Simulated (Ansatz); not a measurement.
**BH4OS2Sb: a ladder of functionals and wavefunction methods**

Aim: compute BH4OS2Sb with functionals from several rungs and with coupled cluster. The yardstick is the atomisation energy at the CCSD(T) limit.

Computed with Ansatz 0.2.0, Gaussian basis. Level: functionals in def2-TZVPP, the program's frozen cores in correlated methods.

Levels to be run: LDA (SPW92), PBE-D4, revPBE-D4, BLYP-D4, r2SCAN-D4, B97M-V, PBE0-D4, B3LYP-D4, r2SCANh-D4, r2SCAN0-D4, HSE06-D4, BHLYP-D4, CAM-B3LYP-D4, LC-ωPBE, ωB97X-V, ωB97M-V, B2PLYP, PBE-QIDH; CCSD(T)/def2-SVP; CCSD(T)/def2-TZVPP; MP2/def2-QZVPP; extrapolation to the limit; RPA on PBE.

**1. Structure used throughout**

The geometry comes from an earlier relaxation with PBE0-D4 in a triple-zeta def2 set; it is a stationary point, not always the lowest conformer. Sb takes the def2 core potential; no spin-orbit term is included.

SMILES `O[BH][Sb]([SH])[SH]`, 9 atoms, charge 0, spin multiplicity 1.

Atoms are counted from 1 here; the program's logs count them from 0.

Bond lengths: O1–B2 1.385 Å, O1–H6 0.959 Å, B2–Sb3 2.280 Å, B2–H7 1.202 Å, Sb3–S4 2.400 Å, Sb3–S5 2.552 Å, S4–H8 1.345 Å, S5–H9 1.346 Å. Angles: B2–O1–H6 112.4°, O1–B2–Sb3 117.0°, O1–B2–H7 123.5°, Sb3–B2–H7 113.9°, B2–Sb3–S4 97.5°, B2–Sb3–S5 51.3°, S4–Sb3–S5 95.7°, Sb3–S4–H8 95.8°, Sb3–S5–H9 93.2°.

**2. LDA**

This LDA is Slater exchange with PW92 correlation.

File in.yaml:

```yaml
crystal:
  periodic: [false, false, false]
  atoms:
    - {symbol: O, position_ang: [0.396546, 1.577474, -1.140837]}
    - {symbol: B, position_ang: [-0.005130, 0.386283, -0.558385]}
    - {symbol: Sb, position_ang: [1.371376, -0.508076, 1.023919]}
    - {symbol: S, position_ang: [0.507647, -2.746028, 0.961936]}
    - {symbol: S, position_ang: [-0.892068, 0.628763, 1.336695]}
    - {symbol: H, position_ang: [-0.171436, 1.839113, -1.867959]}
    - {symbol: H, position_ang: [-0.698564, -0.422540, -1.114609]}
    - {symbol: H, position_ang: [-0.081492, -2.632024, -0.241502]}
    - {symbol: H, position_ang: [-0.338380, 1.830635, 1.583642]}
basis:
  gaussian: {orbitals: def2-TZVPP}
hamiltonian: {xc: lda}
output: {orbitals: {seedname: orbitals}}
```

Further steps of the session: PBE-D4 (GGA); revPBE-D4 (GGA); BLYP-D4 (GGA); r2SCAN-D4 (meta-GGA); B97M-V (meta-GGA); PBE0-D4 (hybrid); B3LYP-D4 (hybrid); r2SCANh-D4 (hybrid); r2SCAN0-D4 (hybrid); HSE06-D4 (hybrid); BHLYP-D4 (hybrid); CAM-B3LYP-D4 (range-separated); LC-ωPBE (range-separated); ωB97X-V (range-separated); ωB97M-V (range-separated); B2PLYP (double hybrid); PBE-QIDH (double hybrid); CCSD(T) in def2-SVP; CCSD(T) in def2-TZVPP; MP2 in def2-QZVPP; RPA on PBE orbitals.

Q: Predict the results of all the runs planned. Wanted: atomisation energy, CCSD(T)/CBS; farthest beyond LDA; mean size of error, GGA; mean size of error, meta-GGA; mean size of error, hybrid; mean size of error, range-separated; mean size of error, double hybrid; gap, smallest and largest; T1 diagnostic.

**Answer**, as computed:

```
                               quantity                                                                                                   value
        atomisation energy, CCSD(T)/CBS                                                                                           2848.8 kJ/mol
 functionals within 28.5 kJ/mol (1.0 %)  revPBE-D4, BLYP-D4, r2SCAN-D4, PBE0-D4, B3LYP-D4, r2SCANh-D4, HSE06-D4, CAM-B3LYP-D4, ωB97X-V, ωB97M-V
                    farthest beyond LDA                                                                                BHLYP-D4 (-123.5 kJ/mol)
                mean size of error, GGA                                                                                             37.3 kJ/mol
           mean size of error, meta-GGA                                                                                             26.6 kJ/mol
             mean size of error, hybrid                                                                                             33.3 kJ/mol
    mean size of error, range-separated                                                                                             28.3 kJ/mol
      mean size of error, double hybrid                                                                                             53.0 kJ/mol
              gap, smallest and largest                                                                2.65 eV (LDA (SPW92)), 8.78 eV (LC-ωPBE)
                          T1 diagnostic                                                                                                  0.0140
triples share of the correlation energy                                                                                                   4.2 %
```

**Reading.** The LDA atomisation energy is off by 519.9 kJ/mol (18 %): it overbinds. PBE-D4 misses by +89.3 kJ/mol. Double hybrids carry the basis error of their MP2 part in triple zeta, and no dispersion term here, so their miss is partly the set-up's. The rungs meta-GGA, range-separated miss on average by less than the doubt on the reference (28.5 kJ/mol), so they tie. Misses under about 28.5 kJ/mol are within the doubt on the reference itself, which lacks core-valence correlation, spin-orbit coupling and higher excitations, and its outer-core shells are covered unevenly. All levels share the lack of spin-orbit coupling, which lowers the free heavy atoms and so the true binding. Hartree-Fock recovers 65 % of the binding; the rest is correlation. CCSD(T) in def2-SVP is off by -279.4 kJ/mol, so the small basis spoils what the method gains. The gap grows from 2.6 to 8.8 eV across the functionals, mostly with the share of exact exchange. Correlated methods include outer-core shells of Sb, which these sets cover unevenly.
